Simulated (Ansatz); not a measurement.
# CH3BClFZn: up Jacob's ladder to CCSD(T)

An exercise on one series of results from a longer session: the logs are not shown, and one member is left open.

Method: functionals in def2-TZVPP, the program's frozen cores in correlated methods; program: Ansatz 0.2.0, Gaussian basis.

The runs, in order: PBE-D4, r2SCAN-D4, PBE0-D4, B3LYP-D4, ωB97X-V, ωB97M-V, B2PLYP; CCSD(T)/def2-TZVPP; MP2/def2-QZVPP; extrapolation to the limit.

## The geometry

The geometry comes from an earlier relaxation with PBE0-D4 in a triple-zeta def2 set; it is a stationary point, not always the lowest conformer.

SMILES `B[CH](Cl)[Zn][F]`, 8 atoms, charge 0, spin multiplicity 1.

Atoms are counted from 1 here; the program's logs count them from 0.

Bond lengths: B1–C2 1.490 Å, B1–H6 1.202 Å, B1–H7 1.196 Å, C2–Cl3 1.768 Å, C2–Zn4 2.015 Å, C2–H8 1.089 Å, Zn4–F5 1.747 Å. Angles: C2–B1–H6 116.5°, C2–B1–H7 121.9°, H6–B1–H7 121.2°, B1–C2–Cl3 123.6°, B1–C2–Zn4 83.9°, B1–C2–H8 122.6°, Cl3–C2–Zn4 104.7°, Cl3–C2–H8 109.6°, Zn4–C2–H8 103.2°, C2–Zn4–F5 170.9°.

Coordinates:

```xyz
8

B     0.2147    0.5559    0.9799
C     0.2010   -0.7856    0.3307
Cl    1.6484   -1.5818   -0.3003
Zn   -0.5570    0.2220   -1.2415
F    -1.1923    0.8546   -2.7409
H    -0.8202    0.9270    1.4647
H     1.1622    1.2823    0.9114
H    -0.5649   -1.5315    0.5402
```

The first run:

in.yaml

```yaml
crystal:
  periodic: [false, false, false]
  atoms:
    - {symbol: B, position_ang: [0.214696, 0.555930, 0.979875]}
    - {symbol: C, position_ang: [0.201029, -0.785639, 0.330673]}
    - {symbol: Cl, position_ang: [1.648425, -1.581850, -0.300348]}
    - {symbol: Zn, position_ang: [-0.557004, 0.221958, -1.241506]}
    - {symbol: F, position_ang: [-1.192299, 0.854603, -2.740872]}
    - {symbol: H, position_ang: [-0.820193, 0.927041, 1.464703]}
    - {symbol: H, position_ang: [1.162215, 1.282264, 0.911409]}
    - {symbol: H, position_ang: [-0.564869, -1.531507, 0.540165]}
basis:
  gaussian: {orbitals: def2-TZVPP}
hamiltonian: {xc: pbe, dispersion: d4}
output: {forces: true, orbitals: {seedname: orbitals}}
```

Started as:

```
$ ansatz run in.yaml --threads 4 --pin off --events-out ev --progress --plain --max-ram 10444MiB
```

Among the steps run: PBE-D4 (GGA); r2SCAN-D4 (meta-GGA); PBE0-D4 (hybrid); B3LYP-D4 (hybrid); ωB97X-V (range-separated); ωB97M-V (range-separated); B2PLYP (double hybrid); CCSD(T) in def2-TZVPP; MP2 in def2-QZVPP.

One of the session's tables, all rows but one given; the rest of the session is left out.

It belongs to the step «Atomisation energies». 

```
            method  atomisation energy (eV)
            PBE-D4                   27.177
         r2SCAN-D4                   26.862
           PBE0-D4                   26.630
          B3LYP-D4                   26.182
           ωB97X-V                   26.570
           ωB97M-V                        ?
            B2PLYP                   26.078
     HF/def2-TZVPP                   19.278
    MP2/def2-TZVPP                   26.629
   CCSD/def2-TZVPP                   25.160
CCSD(T)/def2-TZVPP                   25.659
           MP2/CBS                   27.369
       CCSD(T)/CBS                   26.399
```

Estimate the missing values for ωB97M-V.

As computed: atomisation energy (eV): 26.544. In the column «atomisation energy (eV)» it lies between CCSD(T)/CBS (26.399) and ωB97X-V (26.570).
